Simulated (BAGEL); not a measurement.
# RI-MP2/cc-pVDZ (density fitting with qzvpp-jkfit) run of Si2H4ClF (SMILES F[SiH2][SiH2]Cl)

Aim: the energy change on altering one bond length of Si2H4ClF at RI-MP2/cc-pVDZ (density fitting with qzvpp-jkfit), from 2 runs. 

Program for the calculation: BAGEL 1.2.2.

17 further runs of the same task are left out: 1 that didn't finish, 16 set aside as unsound or not needed.

## Step 1: The molecule

Si2H4ClF: 8 atoms, total charge 0, spin state singlet. SMILES: `F[SiH2][SiH2]Cl`. The shape is that of a PBE0-D4/def2-TZVP optimisation. This is one conformer, not always the lowest.

Bond lengths: F1–Si2 1.604 Å, Si2–Si3 2.345 Å, Si3–Cl4 2.060 Å, Si2–H5 1.485 Å, Si2–H6 1.487 Å, Si3–H7 1.486 Å, Si3–H8 1.484 Å. Some angles: F1–Si2–Si3 109.5°, Si2–Si3–Cl4 109.3°, F1–Si2–H5 108.3°, F1–Si2–H6 108.0°, Si3–Si2–H5 110.8°, Si3–Si2–H6 110.4°, Si2–Si3–H7 109.8°, Si2–Si3–H8 112.0°, Cl4–Si3–H7 108.3°, Cl4–Si3–H8 108.2°.

## Step 2: The energy at RI-MP2/cc-pVDZ (density fitting with qzvpp-jkfit)

The input, input.json:

```json
{ "bagel" : [

{
  "title" : "molecule",
  "basis" : "cc-pvdz.json",
  "df_basis" : "qzvpp-jkfit",
  "angstrom" : true,
  "geometry" : [
    { "atom" : "F", "xyz" : [   -1.769500,    1.438200,    0.046900 ] },
    { "atom" : "Si", "xyz" : [   -0.188800,    1.181000,    0.127500 ] },
    { "atom" : "Si", "xyz" : [    0.236500,   -1.123800,    0.039500 ] },
    { "atom" : "Cl", "xyz" : [   -0.336000,   -1.852100,   -1.800600 ] },
    { "atom" : "H", "xyz" : [    0.454900,    1.880200,   -1.013000 ] },
    { "atom" : "H", "xyz" : [    0.306000,    1.751900,    1.408000 ] },
    { "atom" : "H", "xyz" : [    1.691600,   -1.373700,    0.207100 ] },
    { "atom" : "H", "xyz" : [   -0.509700,   -1.867300,    1.084900 ] }
  ]
},
{ "title" : "hf" },
{ "title" : "mp2", "ncore" : 16 }

]}
```

The basis set cc-pVDZ is read from a file made from the Basis Set Exchange's data (not shown).

Launch:

```bash
$ BAGEL_NUM_THREADS=1 BAGEL input.json > input.out
```

The log of the run:

```text
* using 1 threads per process

  ===============================================================
  ===============================================================

  *** Geometry ***

  { "atom" : "F", "xyz" : [     -3.343870,      2.717804,      0.088628 ] },
  { "atom" : "Si", "xyz" : [     -0.356780,      2.231767,      0.240940 ] },
  { "atom" : "Si", "xyz" : [      0.446920,     -2.123674,      0.074644 ] },
  { "atom" : "Cl", "xyz" : [     -0.634948,     -3.499962,     -3.402641 ] },
  { "atom" : "H", "xyz" : [      0.859636,      3.553063,     -1.914293 ] },
  { "atom" : "H", "xyz" : [      0.578256,      3.310611,      2.660734 ] },
  { "atom" : "H", "xyz" : [      3.196661,     -2.595917,      0.391362 ] },
  { "atom" : "H", "xyz" : [     -0.963193,     -3.528686,      2.050164 ] },

  Number of auxiliary basis functions:      533

  Since a DF basis is specified, we compute 2- and 3-index integrals:
    o Being stored without compression. Storage requirement is 0.033 GB

  Number of basis functions:       88
  Number of electrons      :       58

    * METHOD: MOLECULE                             0.22

  *** RHF ***

  === Nuclear Repulsion ===
   269.2728270419

      * DIIS with orbital gradients will be used.

  === RHF iteration (cc-pvdz.json) ===
      0      -1139.08427876          0.01073282           0.08
      1      -1139.18685440          0.00687476           0.08
      2      -1139.23032672          0.00117749           0.08
      3      -1139.23188656          0.00018212           0.08
      4      -1139.23192803          0.00004616           0.08
      5      -1139.23193064          0.00000977           0.08
      6      -1139.23193078          0.00000331           0.08
      7      -1139.23193079          0.00000093           0.07
      8      -1139.23193079          0.00000033           0.07
      9      -1139.23193079          0.00000011           0.07
     10      -1139.23193079          0.00000004           0.07
     11      -1139.23193079          0.00000001           0.07
    * SCF iteration converged.

    * Permanent dipole moment:
           (   -0.735017,    -0.138124,    -0.570350) a.u.

    * METHOD: HF                                   1.07

  *** RHF ***

  === Nuclear Repulsion ===
   269.2728270419

      * DIIS with orbital gradients will be used.

  === RHF iteration (cc-pvdz.json) ===
      0      -1139.23193079          0.00000000           0.07
    * SCF iteration converged.

    * Permanent dipole moment:
           (   -0.735016,    -0.138124,    -0.570350) a.u.

  === DF-MP2 calculation ===

    * freezing 16 orbitals
    * 3-index integral transformation done
    * assembly done

      MP2 correlation energy:   -0.5135553912      0.03

      MP2 total energy:       -1139.7454861836

    * METHOD: MP2                                  0.19

  ===============================================================
```

It took 1.8 s on 1 thread of Intel Xeon 6975P-C (Granite Rapids), shared host; peak memory 0.14 GiB.

## Step 3: The distorted shape

The input, input.json:

```json
{ "bagel": [

{
  "title": "molecule",
  "basis": "cc-pvdz.json",
  "df_basis": "qzvpp-jkfit",
  "angstrom": true,
  "geometry": [
    { "atom": "F", "xyz": [      -1.962631,       1.228417,       0.389088 ] },
    { "atom": "Si", "xyz": [      -0.381931,       0.971217,       0.469688 ] },
    { "atom": "Si", "xyz": [       0.043369,      -1.333583,       0.381688 ] },
    { "atom": "Cl", "xyz": [      -0.529131,      -2.061883,      -1.458412 ] },
    { "atom": "H", "xyz": [       0.454900,       1.880200,      -1.013000 ] },
    { "atom": "H", "xyz": [       0.112869,       1.542117,       1.750188 ] },
    { "atom": "H", "xyz": [       1.498469,      -1.583483,       0.549288 ] },
    { "atom": "H", "xyz": [      -0.702831,      -2.077083,       1.427088 ] }
  ]
},

{
  "title": "hf",
  "charge": 0
},

{
  "title": "mp2",
  "charge": 0,
  "ncore": 16
}

]}
```

The basis set cc-pVDZ is read from a file made from the Basis Set Exchange's data (not shown).

Launch:

```bash
$ BAGEL_NUM_THREADS=1 BAGEL input.json > input.out
```

The log of the run:

```text
* using 1 threads per process

  ===============================================================
  ===============================================================

  *** Geometry ***

  { "atom" : "F", "xyz" : [     -3.708835,      2.321372,      0.735270 ] },
  { "atom" : "Si", "xyz" : [     -0.721745,      1.835334,      0.887582 ] },
  { "atom" : "Si", "xyz" : [      0.081956,     -2.520107,      0.721286 ] },
  { "atom" : "Cl", "xyz" : [     -0.999913,     -3.896394,     -2.755999 ] },
  { "atom" : "H", "xyz" : [      0.859636,      3.553063,     -1.914293 ] },
  { "atom" : "H", "xyz" : [      0.213291,      2.914179,      3.307376 ] },
  { "atom" : "H", "xyz" : [      2.831696,     -2.992349,      1.038004 ] },
  { "atom" : "H", "xyz" : [     -1.328158,     -3.925118,      2.696805 ] },

  Number of auxiliary basis functions:      533

  Since a DF basis is specified, we compute 2- and 3-index integrals:
    o Being stored without compression. Storage requirement is 0.033 GB

  Number of basis functions:       88
  Number of electrons      :       58

    * METHOD: MOLECULE                             0.21

  *** RHF ***

  === Nuclear Repulsion ===
   267.4999941800

      * DIIS with orbital gradients will be used.

  === RHF iteration (cc-pvdz.json) ===
      0      -1139.04023985          0.01076082           0.08
      1      -1139.14315424          0.00702248           0.08
      2      -1139.18901430          0.00117381           0.08
      3      -1139.19067304          0.00018967           0.08
      4      -1139.19072062          0.00004675           0.07
      5      -1139.19072352          0.00001051           0.07
      6      -1139.19072369          0.00000371           0.08
      7      -1139.19072370          0.00000111           0.09
      8      -1139.19072371          0.00000038           0.08
      9      -1139.19072371          0.00000013           0.08
     10      -1139.19072371          0.00000004           0.08
     11      -1139.19072371          0.00000001           0.08
     12      -1139.19072371          0.00000000           0.08
    * SCF iteration converged.

    * Permanent dipole moment:
           (   -0.621163,     0.077086,    -0.792965) a.u.

    * METHOD: HF                                   1.17

  *** RHF ***

  === Nuclear Repulsion ===
   267.4999941800

      * DIIS with orbital gradients will be used.

  === RHF iteration (cc-pvdz.json) ===
      0      -1139.19072371          0.00000000           0.08
    * SCF iteration converged.

    * Permanent dipole moment:
           (   -0.621163,     0.077086,    -0.792965) a.u.

  === DF-MP2 calculation ===

    * freezing 16 orbitals
    * 3-index integral transformation done
    * assembly done

      MP2 correlation energy:   -0.5162850970      0.03

      MP2 total energy:       -1139.7070088035

    * METHOD: MP2                                  0.19

  ===============================================================
```

It took 1.9 s on 1 thread of Intel Xeon 6975P-C (Granite Rapids), shared host; peak memory 0.14 GiB.

## Step 4: Summary of results

At RI-MP2/cc-pVDZ (density fitting with qzvpp-jkfit), 16 core orbitals frozen:

```
                                                          quantity           value
                                         first shape: total energy  -1139.74549 Eh
         first shape: correlation energy (16 core orbitals frozen)      -513.6 mEh
                                     distorted shape: total energy  -1139.70701 Eh
     distorted shape: correlation energy (16 core orbitals frozen)      -516.3 mEh
energy change with the Si2–H5 bond stretched from 1.485 to 1.930 Å        1.047 eV
```

**Reading.** With the Si2–H5 bond stretched from 1.485 to 1.930 Å the energy rises by 1.05 eV (101 kJ/mol). The first shape isn't relaxed at this level, so the change isn't measured from a minimum.
